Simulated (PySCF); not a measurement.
# [IrF3]+: structure of the doublet

The task is one start of a wider search on [IrF3]+: the doublet, from a B3LYP minimum start. It is relaxed, tested by its Hessian and followed downhill if it is a saddle.

Computed with PySCF 2.14.0. Level: B3LYP, basis Ir def2-SVP with ECP60, F def2-SVP, scalar-relativistic core potentials, no spin–orbit coupling, density fitting.

## (1) Starting geometry

4 atoms, charge 1, spin multiplicity 2.

Bond lengths: Ir1–F2 1.807 Å, Ir1–F3 1.807 Å, Ir1–F4 1.807 Å. Angles: F2–Ir1–F3 120.0°, F2–Ir1–F4 120.0°, F3–Ir1–F4 120.0°.

Coordinates in bohr (charge 1 multiplicity 2):
```
Ir    0.0000    0.0000    0.0000
F     3.4147    0.0000    0.0000
F    -1.7073    2.9572    0.0000
F    -1.7073   -2.9572    0.0000
```

## (2) The SCF at the typed geometry

One driver script runs all steps and calls PySCF; scf.py shows how it sets up the SCF of each step. The optimiser is the driver's own. After this first run the driver tries any further starts and a stability analysis.

Contents of scf.py:

```python
from pyscf import gto, scf, dft
mol = gto.M(atom='''
Ir     0.000000     0.000000    -0.000000
F      1.806956    -0.000011    -0.000000
F     -0.903469     1.564875     0.000000
F     -0.903487    -1.564865    -0.000000''',
    basis={'Ir': 'def2-SVP', 'F': 'def2-SVP'},
    ecp={'Ir': 'def2-SVP'},
    charge=1, spin=1)
mf = dft.UKS(mol, xc='B3LYP')
mf.grids.atom_grid = (50, 194)
aux = {'Ir': 'def2-universal-JKFIT', 'F': 'def2-universal-JKFIT'}
mf = mf.density_fit(auxbasis=aux)
mf.conv_tol = 1e-08
mf.diis_space = 10
mf.max_cycle = 60
mf.init_guess = 'minao'
mf.verbose = 4
mf.kernel()
```

Run with:

```bash
$ OMP_NUM_THREADS=2 python axn.py task.json out
```

Log:

```text
init E= -391.886725108272
[... the frontier-level lines of each cycle are left out ...]
cycle= 1 E= -403.15723671153  delta_E= -11.3  |g|= 0.432  |ddm|= 5.76
cycle= 2 E= -402.780318818265  delta_E= 0.377  |g|= 1.12  |ddm|= 0.965
cycle= 3 E= -403.205611465205  delta_E= -0.425  |g|= 0.199  |ddm|= 0.782
cycle= 4 E= -403.219366306265  delta_E= -0.0138  |g|= 0.0934  |ddm|= 0.217
cycle= 5 E= -403.221346581897  delta_E= -0.00198  |g|= 0.0545  |ddm|= 0.0939
cycle= 6 E= -403.222661083647  delta_E= -0.00131  |g|= 0.00807  |ddm|= 0.0535
cycle= 7 E= -403.222745521663  delta_E= -8.44e-05  |g|= 0.00252  |ddm|= 0.025
cycle= 8 E= -403.222782543618  delta_E= -3.7e-05  |g|= 0.00207  |ddm|= 0.0229
cycle= 9 E= -403.222792998829  delta_E= -1.05e-05  |g|= 0.00177  |ddm|= 0.00892
cycle= 10 E= -403.222807255531  delta_E= -1.43e-05  |g|= 0.000776  |ddm|= 0.0151
cycle= 11 E= -403.222816391528  delta_E= -9.14e-06  |g|= 0.000375  |ddm|= 0.0171
cycle= 12 E= -403.222818696607  delta_E= -2.31e-06  |g|= 0.000149  |ddm|= 0.0117
cycle= 13 E= -403.222818758891  delta_E= -6.23e-08  |g|= 7.46e-05  |ddm|= 0.00216
cycle= 14 E= -403.22281876174  delta_E= -2.85e-09  |g|= 2.02e-05  |ddm|= 0.000168
Extra cycle  E= -403.222818761334  delta_E= 4.06e-10  |g|= 4.89e-05  |ddm|= 6.25e-05
converged SCF energy = -403.222818761334  <S^2> = 0.77858234  2S+1 = 2.028381
```

This step, with its further starts and checks, ran for 21 s (2 threads of Arm Neoverse V1, shared host).

Energies from each starting density:

```
                      start  energy (Eh)
    the minimal-basis guess  -403.222819
a thermally smeared density  -403.222828
      a smeared PBE density  -403.222855
```

The first run landed in a state that is too high. Following the other starts and the instabilities gains 10.4 kJ/mol (-403.22676 Eh), and the work goes on from there.

## (3) Relaxation: B3LYP minimum start, doublet

The program finds D3h symmetry in the start, which this walk keeps. The walk stops when the largest gradient is under 0.0003 Eh/bohr and the energy has settled too.

Edit scf.py of step 2 so:

```diff
@@ -3,2 +3,2 @@
-Ir     0.000000     0.000000    -0.000000
-F      1.806956    -0.000011    -0.000000
+Ir     0.000000     0.000000     0.000000
+F      1.806956    -0.000011     0.000000
@@ -6 +6 @@
-F     -0.903487    -1.564865    -0.000000''',
+F     -0.903487    -1.564865     0.000000''',
@@ -17 +16,0 @@
-mf.init_guess = 'minao'
```

Energy and gradient, step by step:

```csv
step,energy (Eh),change (kJ/mol),largest symmetric gradient (Eh/bohr)
0,-403.226764,0.00,0.00028
```

The walk took 1.8 s.

Geometry (Å) and forces (eV/Å) at some steps:

```
step 0
Ir   0.000   0.000   0.000  -0.018   0.004   0.000
F    1.807   0.000   0.000  -0.009  -0.001   0.000
F   -0.903   1.565   0.000   0.014  -0.013   0.000
F   -0.903  -1.565   0.000   0.013   0.010   0.000
```

End point (D3h, 0 steps, 0.0 kJ/mol gained): Ir–F 1.807 Å (×3); F–Ir–F 120.0° (×3).

## (4) Vibrations and properties at this point

On the finer grid the gradient is checked again; gradients at displacements of ±0.02 bohr then give force constants and infrared intensities.

Edit scf.py of step 3 so:

```diff
@@ -11 +11 @@
-mf.grids.atom_grid = (50, 194)
+mf.grids.atom_grid = (75, 302)
@@ -14 +14 @@
-mf.conv_tol = 1e-08
+mf.conv_tol = 1e-10
```

This SCF starts from the last density.

SCF at the final geometry:

```text
init E= -403.226604902086
[... the frontier-level lines of each cycle are left out ...]
cycle= 1 E= -403.226604902086  delta_E= -2.27e-13  |g|= 1.03e-06  |ddm|= 3.96e-06
Extra cycle  E= -403.226604902086  delta_E= -3.41e-13  |g|= 2.78e-06  |ddm|= 4.54e-06
converged SCF energy = -403.226604902086  <S^2> = 0.75136843  2S+1 = 2.001368
```

The whole step took 28 s.

Geometry: D3h; Ir–F 1.807 Å (×3); F–Ir–F 120.0° (×3).

Harmonic modes (main isotopes):

| symmetry | ω (cm⁻¹) | IR (km/mol) | μ (u) | type |
| --- | --- | --- | --- | --- |
| a2'' | 156 | 9.9 | 23.91 | bend |
| e' | 176 | 5.2 | 20.77 | bend |
| a1' | 752 | 0.0 | 19.00 | stretch |
| e' | 767 | 115 | 21.60 | stretch |

All wavenumbers are real: a minimum.

Properties at this point:

```yaml
Dipole_moment_about_the_centre_of_mass: 0.00 D
Highest_occupied_level: -16.24 eV
Lowest_empty_level: -13.60 eV
Rotational_constants: 0.1812, 0.1812, 0.09059 cm⁻¹
Zero-point_energy: 16.7 kJ/mol
Principal_polarisabilities: 15.2, 31.7, 31.7 bohr³
Principal_traceless_quadrupole_moments_about_the_centre_of_mass: -0.76, -0.75, 1.51 D Å
Entropy_at_298.15_K_and_1_bar_electronic_part_spin_only: 310.3 J/(mol K)
Heat_capacity_Cp_at_298.15_K: 65.8 J/(mol K)
Enthalpy_at_298.15_K_above_0_K: 15.44 kJ/mol
Rotational_symmetry_number: 6
Spin_squared_⟨S²⟩: 0.751
```

Populations by atom (charges in e):

| atom | Mulliken | Löwdin | polar tensor | spin (Mulliken) | Mayer order to Ir1 |
| --- | --- | --- | --- | --- | --- |
| Ir1 | 1.48 | 0.96 | 1.96 | 1.01 | – |
| F2,3,4 | -0.16 | 0.01 | -0.32 | 0.00 | 1.13 |

Mulliken populations on Ir1 (outside its core potential): s 2.44, p 6.23, d 6.77, f 0.08.

## (5) Outcome

| quantity | value |
| --- | --- |
| minimum | doublet, D3h |
| geometry | Ir–F 1.807 Å (×3); F–Ir–F 120.0° (×3) |
| wavenumbers (cm⁻¹) | 156 (a2''), 176 (e'), 752 (a1'), 767 (e') |
| dipole moment (centre of mass) | 0.00 D |
| highest occupied, lowest empty level (either spin) | -16.24, -13.60 eV |
| polar-tensor charge of Ir1 | +1.96 e |
| zero-point energy | 16.7 kJ/mol |
| entropy at 298.15 K | 310.3 J/(mol K) |
| ⟨S²⟩ | 0.751 |

What this shows: The molecule stays D3h, as typed, and the end point is a minimum. In the infrared the band at 767 cm⁻¹ (e', stretch) leads. Most of the spin sits on Ir1 (Mulliken spin 1.01, against 1 for the whole molecule). The first SCF alone would have been 10 kJ/mol too high. Other starts or spin states, not run here, may lie lower. Open d and f shells are described by one determinant, and the ground state may have another occupation or spin. Spin–orbit coupling, left out here, can matter for elements this heavy.

The search up to here took 51 s.
